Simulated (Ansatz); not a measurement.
# Sn (sc type): how the settings move a single-point run

How sensitive is a single-point run of Sn (sc type) to its settings? A reference run comes first, then one run with altered input.

Method: reference: DFT, PBEsol, all-electron LAPW, scalar-relativistic, in Ansatz 0.2.0.

2 further runs of the same task are left out: 2 that didn't finish. Runs told in other sessions of the task aren't counted.

## Step 1: The system as given

The structure is cubic, space group Pm-3m (No. 221). Conventional cell: a = 2.873 Å, b = 2.873 Å, c = 2.873 Å, α = 90.00°, β = 90.00°, γ = 90.00°. Sn (site symmetry m-3m) has 6 Sn at 2.87 Å in its first shell of neighbours.

Coordinates:

```xyz
1
Lattice="2.8732 0.0000 0.0000 0.0000 2.8732 0.0000 0.0000 0.0000 2.8732" Properties=species:S:1:pos:R:3 pbc="T T T"
Sn    0.0000    0.0000    0.0000
```

## Step 2: The reference run

File input.yaml:

```yaml
crystal:
  lattice:
    - [2.8732359313, 0.0, 0.0]
    - [0.0, 2.8732359313, 0.0]
    - [0.0, 0.0, 2.8732359313]
  atoms:
    - { symbol: Sn, position: [0.0, 0.0, 0.0] }
kpoints:
  mp_grid: { grid: [14, 14, 14] }
scf:
  occupations: { method: fermi_dirac, width: 0.1 }
hamiltonian:
  xc: pbesol
  pseudopotentials: { kind: all_electron, lapw: { basis_error: 0.001 } }
output:
  forces: true
  stress: true
  eigenvalues: true
  populations: true
```

Launch:

```
ansatz run input.yaml --threads 1 --pin off --max-ram 2048MiB --backend cpu --events-out ev --progress --plain --runs-dir out
```

## Step 3: Variant: lower_state_search light

Edit input.yaml of step 2 so:

```diff
@@ -11,2 +11,3 @@
   occupations: { method: fermi_dirac, width: 0.1 }
+  lower_state_search: light
 hamiltonian:
```

Q: Predict the outcome of this session. Wanted: for each run, ending; energy change; pressure; gap; force.

**Answer**, as computed:

```csv
run,ending,energy change,pressure (GPa),gap (eV),force (eV/Å),cycles,time
reference,converged,0,13.1,0.00,0.00,6,11 s
1: lower_state_search light,converged,0.0 meV/atom,13.1,0.00,0.00,6,11 s
```

Residual by cycle in the longest SCF loop of each run; runs are numbered as in the table. The quantity is the density residual dr2, in eV.

```csv
cycle,reference,run 1
1,0.0178,0.0178
2,0.0108,0.0108
3,0.00155,0.00155
4,6.0e-6,6.0e-6
5,1.5e-7,1.5e-7
6,3.2e-10,3.2e-10
```

**Reading.** The changed input (search for lower states) leaves the energy the same to the digits printed. The structure is not at rest: the sound run finds 13 GPa, so these are no properties of the relaxed crystal. 
